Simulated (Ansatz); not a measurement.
# CoPdO2 (R-3m): equation of state

An exercise on one series of results from a longer session: the logs are not shown, and one member is left open.

Program: Ansatz 0.2.0. Level of theory: DFT PBE, scalar-relativistic, plane waves, PAW. These are calculated values, not measurements.

## The structure to begin with

It takes space group R-3m (No. 166, trigonal). Conventional cell: a = 2.862 Å, b = 2.862 Å, c = 17.849 Å, α = 90.00°, β = 90.00°, γ = 120.00°. Co (site symmetry -3m) is surrounded by 6 O at 1.91 Å. Pd (site symmetry -3m) has 2 O at 2.01 Å as nearest neighbours. O (site symmetry 3m) is surrounded by 3 Co at 1.91 Å and 1 Pd at 2.01 Å.

As a file:

```cif
data_structure
_symmetry_space_group_name_H-M 'R-3m:H'
_symmetry_Int_Tables_number 166
_cell_length_a 2.8617
_cell_length_b 2.8617
_cell_length_c 17.8492
_cell_angle_alpha 90.000
_cell_angle_beta 90.000
_cell_angle_gamma 120.000
_cell_volume 126.59
loop_
_atom_site_label
_atom_site_type_symbol
_atom_site_symmetry_multiplicity
_atom_site_Wyckoff_symbol
_atom_site_fract_x
_atom_site_fract_y
_atom_site_fract_z
_atom_site_occupancy
Co1 Co 3 b 0.66667 0.33333 0.83333 1
Pd1 Pd 3 a 0.00000 0.00000 0.00000 1
O1 O 6 c 0.00000 0.00000 0.88717 1
```

An earlier run at PBE left this cell at 10.549 Å³/atom and 0.00 GPa (14×14×14 mesh).

Volume factors to run: 0.980, 1.020, 0.960, 1.040.

Set-up of the first run:

Contents of input.yaml:

```yaml
crystal:
  lattice:
    - [1.4212255498, 0.8205449537, 5.9098175304]
    - [-1.4212255498, 0.8205449537, 5.9098175304]
    - [0.0, -1.6410899074, 5.9098175304]
  atoms:
    - { symbol: Co, position: [0.5, 0.5, 0.5] }
    - { symbol: Pd, position: [0.0, 0.0, 0.0] }
    - { symbol: O, position: [0.8871658086, 0.8871658086, 0.8871658086] }
    - { symbol: O, position: [0.1128341914, 0.1128341914, 0.1128341914] }
basis:
  ecutwfc: 420
  ecutrho_ratio: 4
kpoints:
  mp_grid: { grid: [14, 14, 14] }
hamiltonian:
  xc: pbe
scf:
  occupations: { method: gaussian, width: 0.05 }
output:
  forces: true
  stress: true
  eigenvalues: true
relax:
  f_tol: 0.01
  max_steps: 40
  cell: { stress_tol: 0.1, fix: [volume] }
```

The run is started by

```sh
$ ansatz run input.yaml --threads 2 --pin off --max-ram 5120MiB --backend cpu --events-out ev --progress --plain --runs-dir out
```

Steps of the session up to this table: Volume × 0.980; Scaling the volume by 1.020; At 0.960 of the relaxed volume; Scaling the volume by 1.040.

One of the session's tables, all rows but one given; the rest of the session is left out.

```
volume (Å³/atom)  energy (meV/atom)  pressure (GPa)
          10.127              11.15            8.80
          10.338               2.67            4.15
          10.549               0.00            0.00
          10.760                  ?               ?
          10.971               9.59           -7.01
```

Q: Estimate the row for volume (Å³/atom) = 10.760 from the others.

Worked estimate for «energy (meV/atom)». A straight line through the neighbours (10.549, 0.00) and (10.971, 9.59) gives 0.00 + (9.59 − 0.00) × (10.760 − 10.549) / (10.971 − 10.549) = 4.79; a parabola fitted to 3 rows on both sides gives 2.31.

**Answer.** energy (meV/atom): 2.49; pressure (GPa): -3.71. In «energy (meV/atom)» the line misses by +2.30 and the parabola by -0.18.

volume (Å³/atom), energy (meV/atom) and a bar:
```
    10.13       11.1 ##############################
    10.34        2.7 #######
    10.55        0.0 
    10.76        2.5 #######
    10.97        9.6 ##########################
```
